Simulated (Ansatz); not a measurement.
Crystal: Rb3Ba.

```xyz
4
Lattice="-3.3715 3.3715 7.3713 3.3715 -3.3715 7.3713 3.3715 3.3715 -7.3713" Properties=species:S:1:pos:R:3 pbc="T T T"
Ba    0.0000    0.0000    0.0000
Rb    0.0000    0.0000    7.3713
Rb    3.3715    0.0000    3.6857
Rb    0.0000    3.3715    3.6857
```

The cell comes from a database or a generator and needn't be the stable form of this composition.

```yaml
Program: Ansatz 0.2.0
Task: relaxation of cell and atoms
Functional: BLYP
Potentials_or_basis: Ansatz PAW
Cutoff: "420 eV (not typed: the program's choice for these potentials)"
k_mesh: 6 × 6 × 6
Occupations: fermi-dirac, width 0.05 eV
Spin: no spin polarisation
```

At the start: volume 83.79 Å³/atom.

Q: Where does the relaxation end?

A: It ends after 7 steps and the volume is 88.99 Å³/atom (+6.2 %); space group I4/mmm (No. 139, to 0.05 Å).

Step by step:
| step | energy change (eV) | largest force (eV/Å) | volume (Å³) |
| --- | --- | --- | --- |
| 1 | 0.0000 | 0.0000 | 335.15 |
| 2 | -0.0027 | 0.0000 | 337.41 |
| 3 | -0.0121 | 0.0000 | 353.37 |
| 4 | -0.0124 | 0.0000 | 354.75 |
| 5 | -0.0128 | 0.0000 | 356.05 |
| 6 | -0.0133 | 0.0000 | 355.95 |
| 7 | -0.0134 | 0.0000 | 355.95 |

Final structure:
```xyz
4
Lattice="-3.4978 3.4978 7.2736 3.4978 -3.4978 7.2736 3.4978 3.4978 -7.2736" Properties=species:S:1:pos:R:3 pbc="T T T"
Ba    0.0000    0.0000    0.0000
Rb    0.0000    0.0000    7.2736
Rb    3.4978    0.0000    3.6368
Rb    0.0000    3.4978    3.6368
```

Caveat: the plane-wave basis is chosen anew once the cell has moved, so the energies of steps on either side of that aren't comparable; the PAW data sets come from PBE, with cores solved anew for the run's functional, which leaves a small shift of forces and pressure.
